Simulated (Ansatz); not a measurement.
# C3H10AlN: basis-set convergence

The task here is to estimate one member of a computed series from the others.

Method: one geometry, several basis sets; program: Ansatz 0.2.0, Gaussian basis.

Levels to be run: PBE0-D4/def2-SVP; ωB97M-V/def2-SVP; PBE0-D4/def2-QZVPP; ωB97M-V/def2-QZVPP; the functionals' def2-TZVPP values are taken from earlier runs.

## Structure used throughout

The geometry comes from an earlier relaxation with PBE0-D4 in a triple-zeta def2 set; it is a stationary point, not always the lowest conformer.

SMILES `C[CH2][AlH][CH2]N`, 15 atoms, charge 0, spin multiplicity 1.

Atoms are counted from 1 here; the program's logs count them from 0.

Bond lengths: C1–C2 1.528 Å, C1–H6 1.093 Å, C1–H7 1.094 Å, C1–H8 1.095 Å, C2–Al3 1.962 Å, C2–H9 1.100 Å, C2–H10 1.099 Å, Al3–C4 1.969 Å, Al3–H11 1.596 Å, C4–N5 1.462 Å, C4–H12 1.106 Å, C4–H13 1.100 Å, N5–H14 1.013 Å, N5–H15 1.010 Å. Angles: C2–C1–H6 111.5°, C2–C1–H7 112.2°, C2–C1–H8 111.6°, H6–C1–H7 107.4°, H6–C1–H8 107.1°, H7–C1–H8 106.7°, C1–C2–Al3 118.6°, C1–C2–H9 109.9°, C1–C2–H10 110.4°, Al3–C2–H9 106.3°, Al3–C2–H10 106.9°, H9–C2–H10 103.8°, C2–Al3–C4 124.5°, C2–Al3–H11 118.5°, C4–Al3–H11 117.0°, Al3–C4–N5 114.8°, Al3–C4–H12 109.2°, Al3–C4–H13 104.4° and more.

Set-up of the first run:

Input file in.yaml:

```yaml
crystal:
  periodic: [false, false, false]
  atoms:
    - {symbol: C, position_ang: [-0.258545, 1.442169, 1.274012]}
    - {symbol: C, position_ang: [0.680541, 0.266059, 1.538072]}
    - {symbol: Al, position_ang: [0.754573, -1.188575, 0.223697]}
    - {symbol: C, position_ang: [-0.149055, -1.158370, -1.525944]}
    - {symbol: N, position_ang: [-0.610154, 0.161172, -1.954632]}
    - {symbol: H, position_ang: [-0.016792, 1.945086, 0.334680]}
    - {symbol: H, position_ang: [-0.213408, 2.194132, 2.067913]}
    - {symbol: H, position_ang: [-1.302066, 1.118394, 1.206638]}
    - {symbol: H, position_ang: [1.711878, 0.629760, 1.654041]}
    - {symbol: H, position_ang: [0.453878, -0.193776, 2.509955]}
    - {symbol: H, position_ang: [1.587678, -2.500877, 0.585836]}
    - {symbol: H, position_ang: [-0.923817, -1.947143, -1.549204]}
    - {symbol: H, position_ang: [0.614669, -1.509409, -2.235134]}
    - {symbol: H, position_ang: [-1.122140, 0.113169, -2.827324]}
    - {symbol: H, position_ang: [-1.229241, 0.577508, -1.273205]}
basis:
  gaussian: {orbitals: def2-SVP}
hamiltonian: {xc: pbe0, dispersion: d4}
output: {orbitals: {seedname: orbitals}}
```

Among the steps run: PBE0-D4 in def2-SVP; ωB97M-V in def2-SVP; PBE0-D4 in def2-QZVPP; ωB97M-V in def2-QZVPP.

One table of the session follows, with a row left open; its other results are not shown here.

It belongs to the step «Functionals by basis». 

```
functional       basis  HOMO (eV)
   PBE0-D4    def2-SVP      -6.30
   PBE0-D4  def2-TZVPP      -6.56
   PBE0-D4  def2-QZVPP      -6.61
   ωB97M-V    def2-SVP          ?
   ωB97M-V  def2-TZVPP      -8.93
   ωB97M-V  def2-QZVPP      -8.97
```

**Question.** Estimate the row for ωB97M-V, def2-SVP.

The run gave: HOMO (eV): -8.67. In the column «HOMO (eV)» it lies between ωB97M-V, def2-TZVPP (-8.93) and PBE0-D4, def2-QZVPP (-6.61).
